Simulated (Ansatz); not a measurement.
# FGeH₅Si₂: from a rough start to a minimum

What shape does FGeH₅Si₂ take? The plan is to relax it, then compute its harmonic vibrations to see whether it is a minimum and to get the zero-point energy and entropy, and look at its orbitals and charge.

Computed with Ansatz 0.2.0, Gaussian basis. Level: RKS PBE0-D4/def2-TZVP.

Plan: relaxation at PBE-D4/def2-SVP; relaxation at PBE0-D4/def2-TZVP; harmonic vibrations at the same level; a single point in def2-TZVPP for the fields.

## (1) The system as given

SMILES `F[SiH]1[SiH2][GeH2]1`, 9 atoms, charge 0, spin multiplicity 1.

Atoms are counted from 1 here; the program's logs count them from 0.

Bond lengths: F1–Si2 1.619 Å, Si2–Si3 2.179 Å, Si2–Ge4 2.320 Å, Si2–H5 1.488 Å, Si3–Ge4 2.256 Å, Si3–H6 1.484 Å, Si3–H7 1.520 Å, Ge4–H8 1.531 Å, Ge4–H9 1.631 Å. Angles: F1–Si2–Si3 112.7°, F1–Si2–Ge4 113.1°, F1–Si2–H5 121.1°, Si3–Si2–Ge4 60.1°, Si3–Si2–H5 119.2°, Ge4–Si2–H5 115.6°, Si2–Si3–Ge4 63.0°, Si2–Si3–H6 116.3°, Si2–Si3–H7 115.7°, Ge4–Si3–H6 114.9°, Ge4–Si3–H7 111.9°, H6–Si3–H7 121.1°, Si2–Ge4–Si3 56.9°, Si2–Ge4–H8 114.6°, Si2–Ge4–H9 112.7°, Si3–Ge4–H8 116.6°, Si3–Ge4–H9 113.8°, H8–Ge4–H9 123.8°.

Coordinates:

```csv
atom,x (Å),y (Å),z (Å)
F1,-1.7710,1.2774,-1.1418
Si2,-0.5538,0.2096,-1.1513
Si3,1.0244,0.7205,0.2618
Ge4,-0.3573,-0.9668,0.8381
H5,-0.2070,-0.5491,-2.3832
H6,0.8350,1.9743,1.0335
H7,2.4151,0.2195,-0.0925
H8,0.1932,-2.3876,0.6858
H9,-1.4902,-0.5440,1.9325
```

The start is a force-field geometry with small random shifts, so a cheaper pass at PBE-D4/def2-SVP comes first.

## (2) Optimising with PBE-D4/def2-SVP (cheap first pass)

File in.yaml:

```yaml
crystal:
  periodic: [false, false, false]
  atoms:
    - {symbol: F, position_ang: [-1.771000, 1.277400, -1.141800]}
    - {symbol: Si, position_ang: [-0.553800, 0.209600, -1.151300]}
    - {symbol: Si, position_ang: [1.024400, 0.720500, 0.261800]}
    - {symbol: Ge, position_ang: [-0.357300, -0.966800, 0.838100]}
    - {symbol: H, position_ang: [-0.207000, -0.549100, -2.383200]}
    - {symbol: H, position_ang: [0.835000, 1.974300, 1.033500]}
    - {symbol: H, position_ang: [2.415100, 0.219500, -0.092500]}
    - {symbol: H, position_ang: [0.193200, -2.387600, 0.685800]}
    - {symbol: H, position_ang: [-1.490200, -0.544000, 1.932500]}
basis:
  gaussian: {orbitals: def2-SVP}
hamiltonian: {xc: pbe, dispersion: d4}
relax: {f_tol: 0.03, max_steps: 200}
```

On the command line:

```sh
> ansatz run in.yaml --threads 4 --pin off --events-out ev --progress --plain --max-ram 10444MiB
```

Output, shortened:

```text
Functional definition: PBE
  name "PBE"
  cite "Perdew, Burke & Ernzerhof, Phys. Rev. Lett. 77, 3865 (1996) doi:10.1103/PhysRevLett.77.3865"
  parent pbe
[...]
1181 factors; their error is unknown
[...]
mean field -75037.79884840 eV, -2757.5882452318 hartree, gradient 5.2e-5 eV, S^2 0.000000; 0 other end points of the search recorded, 0 dependent functions left out
[...]
reference -75037.79888464 eV, -2757.5882465635 hartree; 37, 37 occupied and 70, 70 virtual orbitals, 1181 factors
relax step   1: F+E_penalty+E_count = -75038.03089276 eV  Δ(F+E_penalty+E_count) = +0.000e0 eV  max|allowed force component| = 2.690e0 eV/Å  Δτ_max = 0.0000 Å  (26 SCF iters, accepted)
[...]
relax step   3: F+E_penalty+E_count = -75038.61060110 eV  Δ(F+E_penalty+E_count) = -4.666e-2 eV  max|allowed force component| = 3.426e-1 eV/Å  Δτ_max = 0.1633 Å  (28 SCF iters, accepted)
[...]
relax step   5: F+E_penalty+E_count = -75038.62308294 eV  Δ(F+E_penalty+E_count) = -1.248e-2 eV  max|allowed force component| = 2.474e-1 eV/Å  Δτ_max = 0.0814 Å  (28 SCF iters, accepted)
[...]
relax step   7: F+E_penalty+E_count = -75038.63329158 eV  Δ(F+E_penalty+E_count) = -1.588e-3 eV  max|allowed force component| = 1.244e-1 eV/Å  Δτ_max = 0.0979 Å  (27 SCF iters, accepted)
[...]
relax step   9: F+E_penalty+E_count = -75038.63999106 eV  Δ(F+E_penalty+E_count) = -1.737e-3 eV  max|allowed force component| = 6.305e-2 eV/Å  Δτ_max = 0.0269 Å  (29 SCF iters, accepted)
[...]
relax step  10: F+E_penalty+E_count = -75038.64034613 eV  Δ(F+E_penalty+E_count) = -3.551e-4 eV  max|allowed force component| = 4.092e-2 eV/Å  Δτ_max = 0.0181 Å  (29 SCF iters, accepted)
[...]
relax step  11: F+E_penalty+E_count = -75038.64064957 eV  Δ(F+E_penalty+E_count) = -3.034e-4 eV  max|allowed force component| = 7.157e-3 eV/Å  Δτ_max = 0.0078 Å  (30 SCF iters, accepted)
1181 factors; their error is unknown
[...]
mean field -75038.41987264 eV, -2757.6110674517 hartree, gradient 1.1e-5 eV, S^2 0.000000; 1 other end points of the search recorded, 0 dependent functions left out
[...]
reference -75038.41991008 eV, -2757.6110688277 hartree; 37, 37 occupied and 70, 70 virtual orbitals, 1181 factors
Total energy: -75038.64068701 eV, -2757.6191822301 hartree
Atom 0 at    -1.842292     1.286496    -1.578892 Å, force    -0.001541     0.004093    -0.000690 eV/Å
Atom 1 at    -0.632901     0.252925    -1.159646 Å, force    -0.003863    -0.007157     0.003363 eV/Å
Atom 2 at     1.146374     0.734458     0.258577 Å, force     0.002326    -0.002172    -0.000443 eV/Å
Atom 3 at    -0.452941    -1.018085     0.845260 Å, force    -0.003203     0.004063    -0.005648 eV/Å
Atom 4 at    -0.260099    -0.583703    -2.353190 Å, force     0.002254     0.000287     0.002124 eV/Å
Atom 5 at     0.910812     1.874869     1.210575 Å, force     0.005355    -0.005477    -0.004482 eV/Å
Atom 6 at     2.595654     0.599571    -0.124405 Å, force    -0.004737     0.005729     0.005497 eV/Å
Atom 7 at    -0.165472    -2.536429     0.739928 Å, force     0.002359    -0.000457     0.000086 eV/Å
Atom 8 at    -1.210736    -0.656301     2.144694 Å, force     0.001052     0.001092     0.000193 eV/Å
Dipole moment:     0.189579    -0.150387     0.092490 e Å
```

Run time: 13 s. Hardware: 4 threads of Arm Neoverse V1, shared host.

The steps of the relaxation: (the energy doesn't fall at every step)

```csv
step,energy from step 1 (eV),largest force component (eV/Å)
1,0.0000,2.6896
2,-0.5330,0.8340
3,-0.5797,0.3426
4,-0.5746,0.6166
5,-0.5922,0.2474
6,-0.6008,0.1094
7,-0.6024,0.1244
8,-0.6074,0.0738
9,-0.6091,0.0630
10,-0.6095,0.0409
11,-0.6098,0.0072
```

Distances of close pairs at the start and the end, largest changes first:

```csv
bond,before (Å),after (Å),change (Å)
Si3–Ge4,2.256,2.444,+0.188
Si2–Si3,2.179,2.326,+0.147
Ge4–H9,1.631,1.547,-0.084
Si2–Ge4,2.320,2.381,+0.061
F1–Si2,1.619,1.645,+0.026
Si3–H6,1.484,1.504,+0.020
Ge4–H8,1.531,1.549,+0.018
Si2–H5,1.488,1.504,+0.017
```

## (3) Relaxation at PBE0-D4/def2-TZVP

File in.yaml:

```yaml
crystal:
  periodic: [false, false, false]
  atoms:
    - {symbol: F, position_ang: [-1.842292, 1.286496, -1.578892]}
    - {symbol: Si, position_ang: [-0.632901, 0.252925, -1.159646]}
    - {symbol: Si, position_ang: [1.146374, 0.734458, 0.258577]}
    - {symbol: Ge, position_ang: [-0.452941, -1.018085, 0.845260]}
    - {symbol: H, position_ang: [-0.260099, -0.583703, -2.353190]}
    - {symbol: H, position_ang: [0.910812, 1.874869, 1.210575]}
    - {symbol: H, position_ang: [2.595654, 0.599571, -0.124405]}
    - {symbol: H, position_ang: [-0.165472, -2.536429, 0.739928]}
    - {symbol: H, position_ang: [-1.210736, -0.656301, 2.144694]}
basis:
  gaussian: {orbitals: def2-TZVP}
hamiltonian: {xc: pbe0, dispersion: d4}
relax: {f_tol: 0.005, max_steps: 150}
```

The command is unchanged.

Output, shortened:

```text
Functional definition: PBE0
  name "PBE0"
  cite "Adamo & Barone, J. Chem. Phys. 110, 6158 (1999) doi:10.1063/1.478522"
  cite "Perdew, Burke & Ernzerhof, Phys. Rev. Lett. 77, 3865 (1996) doi:10.1103/PhysRevLett.77.3865"
  parent pbe
[...]
1313 factors; their error is unknown
[...]
mean field -75057.70121398 eV, -2758.3196436764 hartree, gradient 5.6e-5 eV, S^2 0.000000; 0 other end points of the search recorded, 0 dependent functions left out
[...]
reference -75057.70124921 eV, -2758.3196449711 hartree; 37, 37 occupied and 146, 146 virtual orbitals, 1313 factors
relax step   1: F+E_penalty+E_count = -75057.89021382 eV  Δ(F+E_penalty+E_count) = +0.000e0 eV  max|allowed force component| = 9.487e-1 eV/Å  Δτ_max = 0.0000 Å  (28 SCF iters, accepted)
[...]
Total energy: -75057.94039349 eV, -2758.3284333614 hartree
Atom 0 at    -1.808284     1.258590    -1.552510 Å, force    -0.001068     0.000199    -0.001984 eV/Å
Atom 1 at    -0.631250     0.250858    -1.150399 Å, force    -0.001364    -0.000571     0.002989 eV/Å
Atom 2 at     1.132500     0.733665     0.252830 Å, force    -0.001025    -0.000699    -0.002616 eV/Å
Atom 3 at    -0.443326    -1.007801     0.839496 Å, force    -0.000938    -0.002985    -0.003710 eV/Å
Atom 4 at    -0.261084    -0.570598    -2.330225 Å, force     0.001459     0.001197     0.002869 eV/Å
Atom 5 at     0.906897     1.857969     1.196574 Å, force     0.001489     0.001416     0.000966 eV/Å
Atom 6 at     2.562663     0.590371    -0.121833 Å, force     0.001085    -0.000186     0.000356 eV/Å
Atom 7 at    -0.163811    -2.511337     0.730306 Å, force    -0.000114     0.001915     0.001246 eV/Å
Atom 8 at    -1.205906    -0.647916     2.118663 Å, force     0.000476    -0.000286    -0.000115 eV/Å
Dipole moment:     0.194571    -0.144307     0.082801 e Å
```

It took 22 s on 4 threads of Arm Neoverse V1, shared host; peak memory 0.52 GiB.

Step by step:

```csv
step,energy from step 1 (eV),largest force component (eV/Å)
1,0.0000,0.9487
2,-0.0380,0.5874
3,-0.0496,0.0606
4,-0.0493,0.0676
5,-0.0500,0.0170
6,-0.0501,0.0037
```

Distances of close pairs at the start and the end, largest changes first:

```csv
bond,before (Å),after (Å),change (Å)
F1–Si2,1.645,1.601,-0.044
Si3–Ge4,2.444,2.421,-0.023
Si2–Si3,2.326,2.305,-0.021
Si2–H5,1.504,1.485,-0.020
Si3–H7,1.505,1.485,-0.020
Si3–H6,1.504,1.485,-0.019
Si2–Ge4,2.381,2.362,-0.019
Ge4–H8,1.549,1.533,-0.016
```

Mulliken charges at the end point, from the run's report:

```csv
atom,value (e)
F1,-0.30
Si2,0.35
Si3,-0.08
Ge4,-0.05
H5,-0.01
H6,0.02
H7,0.01
H8,0.03
H9,0.03
```

## (4) Harmonic vibrations

File in.yaml:

```yaml
crystal:
  periodic: [false, false, false]
  atoms:
    - {symbol: F, position_ang: [-1.808284, 1.258590, -1.552510]}
    - {symbol: Si, position_ang: [-0.631250, 0.250858, -1.150399]}
    - {symbol: Si, position_ang: [1.132500, 0.733665, 0.252830]}
    - {symbol: Ge, position_ang: [-0.443326, -1.007801, 0.839496]}
    - {symbol: H, position_ang: [-0.261084, -0.570598, -2.330225]}
    - {symbol: H, position_ang: [0.906897, 1.857969, 1.196574]}
    - {symbol: H, position_ang: [2.562663, 0.590371, -0.121833]}
    - {symbol: H, position_ang: [-0.163811, -2.511337, 0.730306]}
    - {symbol: H, position_ang: [-1.205906, -0.647916, 2.118663]}
basis:
  gaussian: {orbitals: def2-TZVP}
hamiltonian: {xc: pbe0, dispersion: d4}
phonons: {temperatures: {t_min: 298.15, t_max: 900, t_step: 200}}
```

The command is unchanged.

Output, shortened:

```text
Functional definition: PBE0
  name "PBE0"
  cite "Adamo & Barone, J. Chem. Phys. 110, 6158 (1999) doi:10.1063/1.478522"
  cite "Perdew, Burke & Ernzerhof, Phys. Rev. Lett. 77, 3865 (1996) doi:10.1103/PhysRevLett.77.3865"
  parent pbe
[...]
1313 factors; their error is unknown
[...]
mean field -75057.74996534 eV, -2758.3214352562 hartree, gradient 8.1e-5 eV, S^2 0.000000; 0 other end points of the search recorded, 0 dependent functions left out
[...]
reference -75057.75000027 eV, -2758.3214365398 hartree; 37, 37 occupied and 146, 146 virtual orbitals, 1313 factors
[...]
1313 factors; their error is unknown
mean field -75057.74988534 eV, -2758.3214323162 hartree, gradient 2.0e-6 eV, S^2 0.000000; 0 other end points of the search recorded, 0 dependent functions left out
[...]
reference -75057.74992027 eV, -2758.3214335996 hartree; 37, 37 occupied and 146, 146 virtual orbitals, 1313 factors
[...]
Atom 1 at    -0.631250     0.250858    -1.150399 Å, force    -0.001369    -0.000549     0.002966 eV/Å
Atom 2 at     1.132500     0.733665     0.252830 Å, force    -0.001022    -0.000699    -0.002607 eV/Å
Atom 3 at    -0.443326    -1.007801     0.839496 Å, force    -0.000930    -0.003001    -0.003710 eV/Å
Atom 4 at    -0.261084    -0.570598    -2.330225 Å, force     0.001457     0.001195     0.002871 eV/Å
Atom 5 at     0.906897     1.857969     1.196574 Å, force     0.001491     0.001416     0.000963 eV/Å
Atom 6 at     2.562663     0.590371    -0.121833 Å, force     0.001072    -0.000188     0.000357 eV/Å
Atom 7 at    -0.163811    -2.511337     0.730306 Å, force    -0.000118     0.001926     0.001246 eV/Å
Atom 8 at    -1.205906    -0.647916     2.118663 Å, force     0.000477    -0.000283    -0.000111 eV/Å
Dipole moment:     0.194572    -0.144307     0.082799 e Å
Vibrations: 120.37 137.98 262.53 268.59 300.79 340.34 424.81 452.00 541.13 592.08 603.59 678.18 778.20 822.19 880.50 913.20 2145.77 2168.42 2214.10 2223.18 2241.40 cm⁻¹, zero-point energy 1.184628 eV
```

Wall time 1.9 min (4 threads of Arm Neoverse V1, shared host); peak memory 0.52 GiB.

Motions are named by where the mode's potential energy lies. The modes, unscaled (a negative number is an imaginary wavenumber):

```csv
mode,cm⁻¹,motion
1,120,bend
2,138,bend
3,263,bend
4,269,bend
5,301,bend
6,340,Si–Ge stretch with bend
7,425,bend
8,452,bend with Si–Si stretch
9,541,bend
10,592,bend
11,604,bend
12,678,bend
13,778,bend
14,822,bend
15,880,bend with Si–F stretch
16,913,Si–F stretch with bend
17,2146,Ge–H stretch
18,2168,Ge–H stretch
19,2214,Si–H stretch
20,2223,Si–H stretch
21,2241,Si–H stretch
```

Ideal gas, rigid rotor and harmonic oscillator at 298.15 K and 1 bar, with symmetry number 1:

```csv
term,value
zero-point energy,114.3 kJ/mol
H(298) − E,136.1 kJ/mol
"entropy, translation",171.6 J/(mol K)
"entropy, rotation",117.0 J/(mol K)
"entropy, vibration",66.8 J/(mol K)
"entropy, total",355.4 J/(mol K)
```

## (5) A single point for the fields

Edit in.yaml of step 4 so:

```diff
@@ -13,4 +13,4 @@
 basis:
-  gaussian: {orbitals: def2-TZVP}
+  gaussian: {orbitals: def2-TZVPP}
 hamiltonian: {xc: pbe0, dispersion: d4}
-phonons: {temperatures: {t_min: 298.15, t_max: 900, t_step: 200}}
+output: {orbitals: {seedname: orbitals}}
```

Launched as before.

Output:

```text
Functional definition: PBE0
  name "PBE0"
  cite "Adamo & Barone, J. Chem. Phys. 110, 6158 (1999) doi:10.1063/1.478522"
  cite "Perdew, Burke & Ernzerhof, Phys. Rev. Lett. 77, 3865 (1996) doi:10.1103/PhysRevLett.77.3865"
  parent pbe
  parameter a = 0.25
  parameter kappa = 0.804
  parameter beta = 0.06672455060314922
  exchange = (1 - a)*pbe_x(kappa = kappa, mu = beta*pi^2/3) + a*exact_x
  correlation = pbe_c(beta = beta)
1434 factors; their error is unknown
mean field evaluation 1: about -75055.7587 eV, gradient 3.4e1 eV
mean field evaluation 2: about -75054.0593 eV, gradient 5.1e1 eV
mean field evaluation 4: about -75057.4652 eV, gradient 1.6e0 eV
mean field evaluation 8: about -75057.4700 eV, gradient 1.2e-1 eV
mean field evaluation 16: about -75057.7805 eV, gradient 1.5e-4 eV
mean field -75057.78052501 eV, -2758.3225583031 hartree, gradient 2.2e-5 eV, S^2 0.000000; 0 other end points of the search recorded, 0 dependent functions left out
reference -75057.78055971 eV, -2758.3225595785 hartree; 37, 37 occupied and 196, 196 virtual orbitals, 1434 factors
Total energy: -75057.97095300 eV, -2758.3295564029 hartree
```

Wall time 3.2 s (4 threads of Arm Neoverse V1, shared host); peak memory 0.66 GiB.

The fields below are evaluated on a grid from the run's orbitals.

Frontier orbitals at PBE0-D4/def2-TZVPP, with the share of their density that lies nearest to each atom:

```csv
orbital,energy (eV),lies on
HOMO-1,-7.16,Si3 33 %; Si2 25 %; Ge4 13 %
HOMO,-6.97,"Ge4 35 %; Si2, Si3 about 18 % each; H5, H7 about 6 % each"
LUMO,-1.48,Si2 24 %; Si3 16 %; Ge4 13 %
```

ELF in a plane through or near 3 of the atoms.

Ten even steps from '0' (0.00) to '9' (1.00):
```
0000000000000000000000000000
0000000000000000000000000000
0000000000000111000000000000
0000000000026887310000000000
0000000000389999961000000000
0000000000489999973000000000
0000000000269999852000000000
0000000000026898532100000000
0000135531000112232100000000
0001689996310001221000000000
0003999999731111112332100000
0003999999743431257775310000
0001689997435521477267520000
0000135653235410368886420000
0000000000113200024553100000
0000000000001100001110000000
0000000000000000000000000000
0000000000000000000000000000
0000000000000000000000000000
0000000000000000000000000000
```
The map spans 9.5 Å across and 9.7 Å up, centred on the molecule. Atoms in the plane (x, y in Å): F1 (1.9, -1.3), H6 (0.1, 2.1), H9 (-2.1, -0.5).

On the surface of density 0.002 e/bohr³ the electrostatic potential runs, from the 1st to the 99th percentile, from -0.83 V near F1 to 1.12 V near H5.

## (6) Results

| quantity | value |
| --- | --- |
| point group | C1 |
| steps | 11 + 6 |
| shift from the start (rms) | 0.275 Å |
| total energy | -75057.9404 eV |
| dispersion term | -190 meV |
| dipole moment | 1.23 D |
| lowest, highest wavenumber | 120, 2241 cm⁻¹ |
| zero-point energy | 114.3 kJ/mol |
| entropy at 298.15 K | 355.4 J/(mol K) |
| HOMO, LUMO | -6.97, -1.48 eV |

The atoms moved 0.28 Å (rms) from the start; the bond that changed most is Si3–Ge4, from 2.256 to 2.421 Å. All wavenumbers are real, so the end point is a minimum. The stiffest mode, 2241 cm⁻¹, is an Si–H stretch, and 2 modes under 200 cm⁻¹ make the vibrational entropy uncertain. Harmonic hybrid wavenumbers usually lie a few per cent above measured fundamentals. The largest Mulliken charge, +0.35 e, sits on Si2. The HOMO lies mostly on Ge4 35 %; Si2, Si3 about 18 % each and the LUMO on Si2 24 %; Si3 16 %.
